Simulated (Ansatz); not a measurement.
# GaNi: a tetragonal deformation path

One table from this session's results is given with a row withheld; the runs are named, their logs left out.

Program: Ansatz 0.2.0. Level of theory: DFT PBEsol, scalar-relativistic, plane waves, PAW. These are calculated values, not measurements.

## The system as given

Symmetry: Pm-3m, No. 221, cubic system. Conventional cell: a = 2.886 Å, b = 2.886 Å, c = 2.886 Å, α = 90.00°, β = 90.00°, γ = 90.00°. Ga (site symmetry m-3m) is surrounded by 8 Ni at 2.50 Å. Around Ni (site symmetry m-3m) lie 8 Ga at 2.50 Å.

As a file:

```
CELL_PARAMETERS angstrom
2.88600 0.00000 0.00000
0.00000 2.88600 0.00000
0.00000 0.00000 2.88600
ATOMIC_POSITIONS crystal
Ga 0.00000 0.00000 0.00000
Ni 0.50000 0.50000 0.50000
```

No relaxation comes first: the listed cell is the starting point.

The first run:

input.yaml reads:

```yaml
crystal:
  lattice:
    - [2.886, 0.0, 0.0]
    - [0.0, 2.886, 0.0]
    - [0.0, 0.0, 2.886]
  atoms:
    - { symbol: Ga, position: [0.0, 0.0, 0.0] }
    - { symbol: Ni, position: [0.5, 0.5, 0.5] }
basis:
  ecutwfc: 420
kpoints:
  mp_grid: { grid: [18, 18, 18] }
hamiltonian:
  xc: pbesol
scf:
  occupations: { method: gaussian, width: 0.15 }
output:
  forces: true
  stress: true
  eigenvalues: true
```

Run with:

```
$ ansatz run input.yaml --threads 1 --pin off --max-ram 2560MiB --backend cpu --events-out ev --progress --plain --runs-dir out
```

Among the steps run: Zero of the scan; At ρ = 0.707; ρ = 1.414; ρ = 0.850; Point ρ = 1.200; Point ρ = 0.780; Point ρ = 1.300; At ρ = 0.920; Point ρ = 1.100; At ρ = 0.650; Point ρ = 1.500; At ρ = 0.960; ρ = 1.050.

One of the session's tables, all rows but one given; the rest of the session is left out.

The scan, with free energies counted from the undisturbed cell:

| ρ | ΔE (meV/atom) | pressure (GPa) |
| --- | --- | --- |
| 0.650 | 688.6 | 21.4 |
| 0.707 | 347.1 | 10.0 |
| 0.780 | 122.2 | 2.4 |
| 0.850 | 37.1 | -0.8 |
| 0.920 | 7.5 | -2.0 |
| 0.960 | 1.6 | -2.2 |
| 1.000 | 0.0 | -2.3 |
| 1.050 | 1.6 | -2.2 |
| 1.100 | 5.6 | -2.1 |
| 1.200 | ? | ? |
| 1.300 | 38.3 | -1.4 |
| 1.414 | 76.4 | -0.8 |
| 1.500 | 128.3 | 0.3 |

**Question.** Estimate the row for ρ = 1.200.

Worked estimate for «ΔE (meV/atom)». A straight line through the neighbours (1.100, 5.6) and (1.300, 38.3) gives 5.6 + (38.3 − 5.6) × (1.200 − 1.100) / (1.300 − 1.100) = 21.9; a parabola fitted to 4 rows on both sides gives 16.8.

**Answer.** ΔE (meV/atom): 18.6; pressure (GPa): -1.8. In «ΔE (meV/atom)» the line misses by +3.3 and the parabola by -1.8.

Caveats from the session: Spin polarisation is off in the runs that give these values; a magnetic solution could lie lower.
